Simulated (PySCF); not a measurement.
# ZnC+: from the state search to spectroscopic constants

One table from this session's results is given with a row withheld; the runs are named, their logs left out.

Method: Zn 6-31G(d,p), C 6-31G(d,p), no relativity; program: PySCF 2.14.0.

The first run:

Settings of the job:

```yaml
atoms: Zn, C
charge: 1
basis: Zn 6-31G(d,p), C 6-31G(d,p)
Hamiltonian: no relativity
basis_functions: 48
electrons_treated: 35
masses_in_u: 63.9291, 12.0000
levels: PBE0, PBE, r²SCAN, BP86, TPSSh, revPBE, ωB97X, HF, MP2, SCS-MP2, CCSD, CCSD(T)
grid: 80 radial by 434 angular points
occupations: held fixed by the projection of orbital angular momentum
dissociation_limit: Zn+ + C, each in its ground configuration
starting_distance_in_angstrom: 2.000
values_of_2S_to_try: 1, 3
```

Started as:

```
$ OMP_NUM_THREADS=1 python dia.py task.json out
```

Among the steps run: Input; First curve: PBE0; Excited determinants; PBE (GGA); r²SCAN; BP86 (GGA); TPSSh (hybrid meta-GGA); revPBE (GGA); ωB97X (range-separated hybrid); ROHF (mean field); Correlated methods on the Hartree–Fock reference.

One table of the session follows, with a row left open; its other results are not shown here.

Differences from CCSD(T) in the same basis:

```
       level  Re (mÅ)  ωe (%)
        ROHF       +5    +8.8
    ROHF-MP2      -48   +13.6
ROHF-SCS-MP2      -28    +9.8
   ROHF-CCSD        ?       ?
         PBE     -114   +16.8
      revPBE      -93   +13.2
        BP86     -111   +16.3
      r²SCAN      -99   +12.5
       TPSSh      -90   +16.3
        PBE0      -76   +11.7
       ωB97X      -89   +13.4
```

Estimate the missing values for ROHF-CCSD.

**Answer.** Re (mÅ): 0; ωe (%): +1.9. In the column «Re (mÅ)» it lies between ROHF-SCS-MP2 (-28) and ROHF (+5).

CCSD(T) in a basis this small is itself some way from its limit, more so than the functionals.
